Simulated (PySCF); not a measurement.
# C2H2Cl2Sn (SMILES C#[C][SnH]([Cl])[Cl]): levels of theory compared

Wanted: a comparison of 6 runs (B3LYP/def2-SVP, BHLYP/def2-SVP, BLYP/def2-SVP, M06-L/def2-SVP, PBE0/def2-SVP, wB97X/def2-SVP) of C2H2Cl2Sn. The job is set up through a Python script.

Program for the calculation: PySCF 2.14.0.

2 further runs of the same task are left out: 2 set aside as unsound or not needed.

### 1 Starting point

C2H2Cl2Sn has 7 atoms, charge 0, and is taken as a singlet. As SMILES, `C#[C][SnH]([Cl])[Cl]`. The coordinates come from a PBE0-D4/def2-TZVP relaxation.

Bond lengths: C1–C2 1.205 Å, C2–Sn3 2.058 Å, Sn3–Cl4 2.309 Å, Sn3–Cl5 2.309 Å, C1–H6 1.067 Å, Sn3–H7 1.691 Å. Angles: C1–C2–Sn3 179.2°, C2–Sn3–Cl4 107.9°, C2–Sn3–Cl5 107.9°, Cl4–Sn3–Cl5 106.8°, C2–C1–H6 179.7°, C2–Sn3–H7 115.3°, Cl4–Sn3–H7 109.3°, Cl5–Sn3–H7 109.3°.

### 2 A single-point energy at B3LYP/def2-SVP (core potential) (run 1)

Input file job.py:

```python
from pyscf import gto, dft

molecule = gto.Mole()
molecule.atom = [
    ('C', (-1.668000, 1.349700, 0.386500)),
    ('C', (-0.744900, 0.592400, 0.224500)),
    ('Sn', (0.833800, -0.704500, -0.025300)),
    ('Cl', (0.163900, -2.365900, -1.482000)),
    ('Cl', (2.540200, 0.448400, -1.069500)),
    ('H', (-2.485300, 2.020900, 0.525300)),
    ('H', (1.421600, -1.409000, 1.394900)),
]
molecule.max_memory = 1860
molecule.basis = 'def2-svp'
molecule.ecp = {'Sn': 'def2-svp'}
molecule.spin = 0
molecule.verbose = 3
molecule.build()

mf = dft.RKS(molecule)
mf.xc = 'b3lyp'
mf.grids.level = 5
mf.conv_tol = 1e-10
mf.kernel()
if not mf.converged:
    mf = mf.newton().run(mf.mo_coeff, mf.mo_occ)

e_final = mf.e_tot
print('E(%s) = %.9f' % ('B3LYP', e_final))
```

Run with:

```console
$ OMP_NUM_THREADS=1 python job.py
```

Output:

```text
converged SCF energy = -1211.8642348705
E(B3LYP) = -1211.864234870
```

It took 29 s on 1 thread of Intel Xeon at 2.70GHz, shared host; peak memory 0.53 GiB.

### 3 The energy at BHLYP/def2-SVP (core potential) (run 2)

Input file job.py:

```python
from pyscf import gto, dft

system = gto.Mole()
system.atom = [
    ('C', (-1.668000, 1.349700, 0.386500)),
    ('C', (-0.744900, 0.592400, 0.224500)),
    ('Sn', (0.833800, -0.704500, -0.025300)),
    ('Cl', (0.163900, -2.365900, -1.482000)),
    ('Cl', (2.540200, 0.448400, -1.069500)),
    ('H', (-2.485300, 2.020900, 0.525300)),
    ('H', (1.421600, -1.409000, 1.394900)),
]
system.basis = 'def2-svp'
system.spin = 0
system.verbose = 4
system.max_memory = 1860
system.ecp = {'Sn': 'def2-svp'}
system.build()

ks = dft.RKS(system)
ks.xc = 'bhandhlyp'
ks.conv_tol = 1e-10
ks.grids.level = 5
ks.kernel()
if not ks.converged:
    ks = ks.newton().run(ks.mo_coeff, ks.mo_occ)

etot = ks.e_tot
print('E(%s) = %.9f' % ('BHLYP', etot))
```

Run with:

```console
$ OMP_NUM_THREADS=1 python job.py
```

Output:

```text
PySCF version 2.14.0

[INPUT] num. atoms = 7
[INPUT] num. electrons = 70
[INPUT] charge = 0
[INPUT] spin (= nelec alpha-beta = 2S) = 0
[INPUT] symmetry False subgroup None
[INPUT] Mole.unit = angstrom
[INPUT] Symbol           X                Y                Z      unit          X                Y                Z       unit  Magmom
[INPUT]  1 C     -1.668000000000   1.349700000000   0.386500000000 AA   -3.152063175775   2.550563350325   0.730379147144 Bohr   0.0
[INPUT]  2 C     -0.744900000000   0.592400000000   0.224500000000 AA   -1.407656990189   1.119473756192   0.424243514965 Bohr   0.0
[INPUT]  3 Sn     0.833800000000  -0.704500000000  -0.025300000000 AA    1.575653642662  -1.331312054756  -0.047810070951 Bohr   0.0
[INPUT]  4 Cl     0.163900000000  -2.365900000000  -1.482000000000 AA    0.309726111816  -4.470903038108  -2.800574116605 Bohr   0.0
[INPUT]  5 Cl     2.540200000000   0.448400000000  -1.069500000000 AA    4.800282301620   0.847353194255  -2.021062090222 Bohr   0.0
[INPUT]  6 H     -2.485300000000   2.020900000000   0.525300000000 AA   -4.696536337382   3.818947525134   0.992673133234 Bohr   0.0
[INPUT]  7 H      1.421600000000  -1.409000000000   1.394900000000 AA    2.686434658682  -2.662624109512   2.635978971156 Bohr   0.0

nuclear repulsion = 362.697049474379
number of shells = 44
number of NR pGTOs = 195
number of NR cGTOs = 100
basis = def2-svp
ecp = {'Sn': 'def2-svp'}

******** <class 'pyscf.dft.rks.RKS'> ********
method = RKS
initial guess = minao
damping factor = 0
level_shift factor = 0
DIIS = <class 'pyscf.scf.diis.CDIIS'>
diis_start_cycle = 1
diis_space = 8
diis_damp = 0
SCF conv_tol = 1e-10
SCF conv_tol_grad = None
SCF max_cycles = 50
direct_scf = True
direct_scf_tol = 1e-13
XC library pyscf.dft.libxc version 7.0.0
    S. Lehtola, C. Steigemann, M. J.T. Oliveira, and M. A.L. Marques.,  SoftwareX 7, 1–5 (2018)
XC functionals = bhandhlyp
    Defined through Gaussian implementation.
radial grids:
    Treutler-Ahlrichs [JCP 102, 346 (1995); DOI:10.1063/1.469408] (M4) radial grids

becke partition: Becke, JCP 88, 2547 (1988); DOI:10.1063/1.454033
pruning grids: <function nwchem_prune>
grids dens level: 5
symmetrized grids: False
atomic radii adjust function: <function treutler_atomic_radii_adjust>
small_rho_cutoff = 0
Set gradient conv threshold to 1e-05
Initial guess from minao.
tot grids = 266136
init E= -1188.79697081956
  HOMO = -0.665277758009185  LUMO = -0.582241815336076  gap/eV = 2.25952
cycle= 1 E= -1210.1911167676  delta_E= -21.4  |g|=  2.4  |ddm|= 8.18
  HOMO = -0.133138286138901  LUMO = -0.036934313747885  gap/eV = 2.61784
cycle= 2 E= -1210.00796141161  delta_E= 0.183  |g|= 2.63  |ddm|= 7.23
  HOMO = -0.347732259172858  LUMO = 0.00618878728523014  gap/eV = 9.63068
cycle= 3 E= -1211.57785432898  delta_E= -1.57  |g|= 0.532  |ddm|= 2.86
  HOMO = -0.348784693054097  LUMO = -0.00790922804479057  gap/eV = 9.27569
cycle= 4 E= -1211.6198090911  delta_E= -0.042  |g|= 0.338  |ddm|= 0.705
  HOMO = -0.363517241230603  LUMO = -0.0108675724229874  gap/eV = 9.59609
cycle= 5 E= -1211.64908577186  delta_E= -0.0293  |g|= 0.0159  |ddm|= 0.368
  HOMO = -0.362414456875671  LUMO = -0.00735328048181332  gap/eV = 9.66171
cycle= 6 E= -1211.64915906809  delta_E= -7.33e-05  |g|= 0.00505  |ddm|= 0.0339
  HOMO = -0.362287997096476  LUMO = -0.00731096740074079  gap/eV = 9.65942
cycle= 7 E= -1211.6491664377  delta_E= -7.37e-06  |g|= 0.00138  |ddm|= 0.00964
  HOMO = -0.362511974915128  LUMO = -0.00738030543562063  gap/eV = 9.66362
cycle= 8 E= -1211.64916699314  delta_E= -5.55e-07  |g|= 0.000338  |ddm|= 0.00218
  HOMO = -0.362428782002567  LUMO = -0.0073884884114334  gap/eV = 9.66114
cycle= 9 E= -1211.64916702673  delta_E= -3.36e-08  |g|= 6.56e-05  |ddm|= 0.000431
  HOMO = -0.362441140876491  LUMO = -0.00739370825003936  gap/eV = 9.66133
cycle= 10 E= -1211.64916702811  delta_E= -1.38e-09  |g|= 1.1e-05  |ddm|= 0.000111
  HOMO = -0.362440821729862  LUMO = -0.00739200374377046  gap/eV = 9.66137
cycle= 11 E= -1211.64916702815  delta_E= -3.55e-11  |g|= 3.56e-06  |ddm|= 1.73e-05
  HOMO = -0.362441409399843  LUMO = -0.00739247721131131  gap/eV = 9.66137
Extra cycle  E= -1211.64916702814  delta_E= 3.18e-12  |g|= 3.81e-06  |ddm|= 7.65e-06
converged SCF energy = -1211.64916702814
E(BHLYP) = -1211.649167028
```

Wall time 25 s (1 thread of Intel Xeon at 2.70GHz, shared host); peak memory 0.53 GiB.

Runs 3 to 5 aren't shown in full; the table further down has their settings and results.

### 4 The energy at wB97X/def2-SVP (core potential) (run 6)

Input file geometry.xyz:

```xyz
7
C2H2Cl2Sn
C     -1.668000     1.349700     0.386500
C     -0.744900     0.592400     0.224500
Sn     0.833800    -0.704500    -0.025300
Cl     0.163900    -2.365900    -1.482000
Cl     2.540200     0.448400    -1.069500
H     -2.485300     2.020900     0.525300
H      1.421600    -1.409000     1.394900
```

Input file job.py:

```python
from pyscf import gto, dft

molecule = gto.M(
    atom='geometry.xyz',
    ecp={'Sn': 'def2-svp'},
    verbose=3,
    basis='def2-svp',
    max_memory=1860,
)

myscf = dft.RKS(molecule)
myscf.xc = 'wb97x'
myscf.conv_tol = 1e-10
myscf.grids.level = 5
myscf.kernel()
if not myscf.converged:
    myscf = myscf.newton().run(myscf.mo_coeff, myscf.mo_occ)

e_tot = myscf.e_tot
print(f'total energy: {e_tot:.8f} hartree')
```

Run with:

```console
$ OMP_NUM_THREADS=1 python job.py
```

Output:

```text
converged SCF energy = -1211.78654629881
total energy: -1211.78654630 hartree
```

Wall time 37 s (1 thread of Intel Xeon at 2.70GHz, shared host); peak memory 0.53 GiB.

### 5 All runs side by side

```csv
run,level,energy (Eh),dipole moment (D),HOMO energy (eV),LUMO energy (eV),wall time
1,B3LYP/def2-SVP (core potential),-1211.864235,2.60,-8.44,-1.50,29 s
2,BHLYP/def2-SVP (core potential),-1211.649167,2.81,-9.86,-0.20,25 s
3,BLYP/def2-SVP (core potential),-1211.665838,2.41,-7.16,-2.06,28 s
4,M06-L/def2-SVP (core potential),-1211.927537,2.90,-7.78,-1.89,45 s
5,PBE0/def2-SVP (core potential),-1211.373888,2.74,-8.79,-1.28,26 s
6,wB97X/def2-SVP (core potential),-1211.786546,2.85,-11.23,0.88,37 s
```

### 6 Summary of results

| quantity | value |
| --- | --- |
| run 6: total energy | -1211.78655 Eh |
| run 6: dipole moment | 2.85 D |
| run 6: HOMO energy | -11.23 eV |
| run 6: LUMO energy | 0.88 eV |
| run 6: HOMO–LUMO gap | 12.11 eV |

What this shows: The dipole moment (its size) runs from 2.41 D (BLYP/def2-SVP) to 2.90 D (M06-L/def2-SVP). The HOMO–LUMO gap runs from 5.11 eV (BLYP/def2-SVP) to 12.11 eV (wB97X/def2-SVP). Totals of different functionals can't be ranked against each other. All runs together took 3.1 min, the longest 45 s.
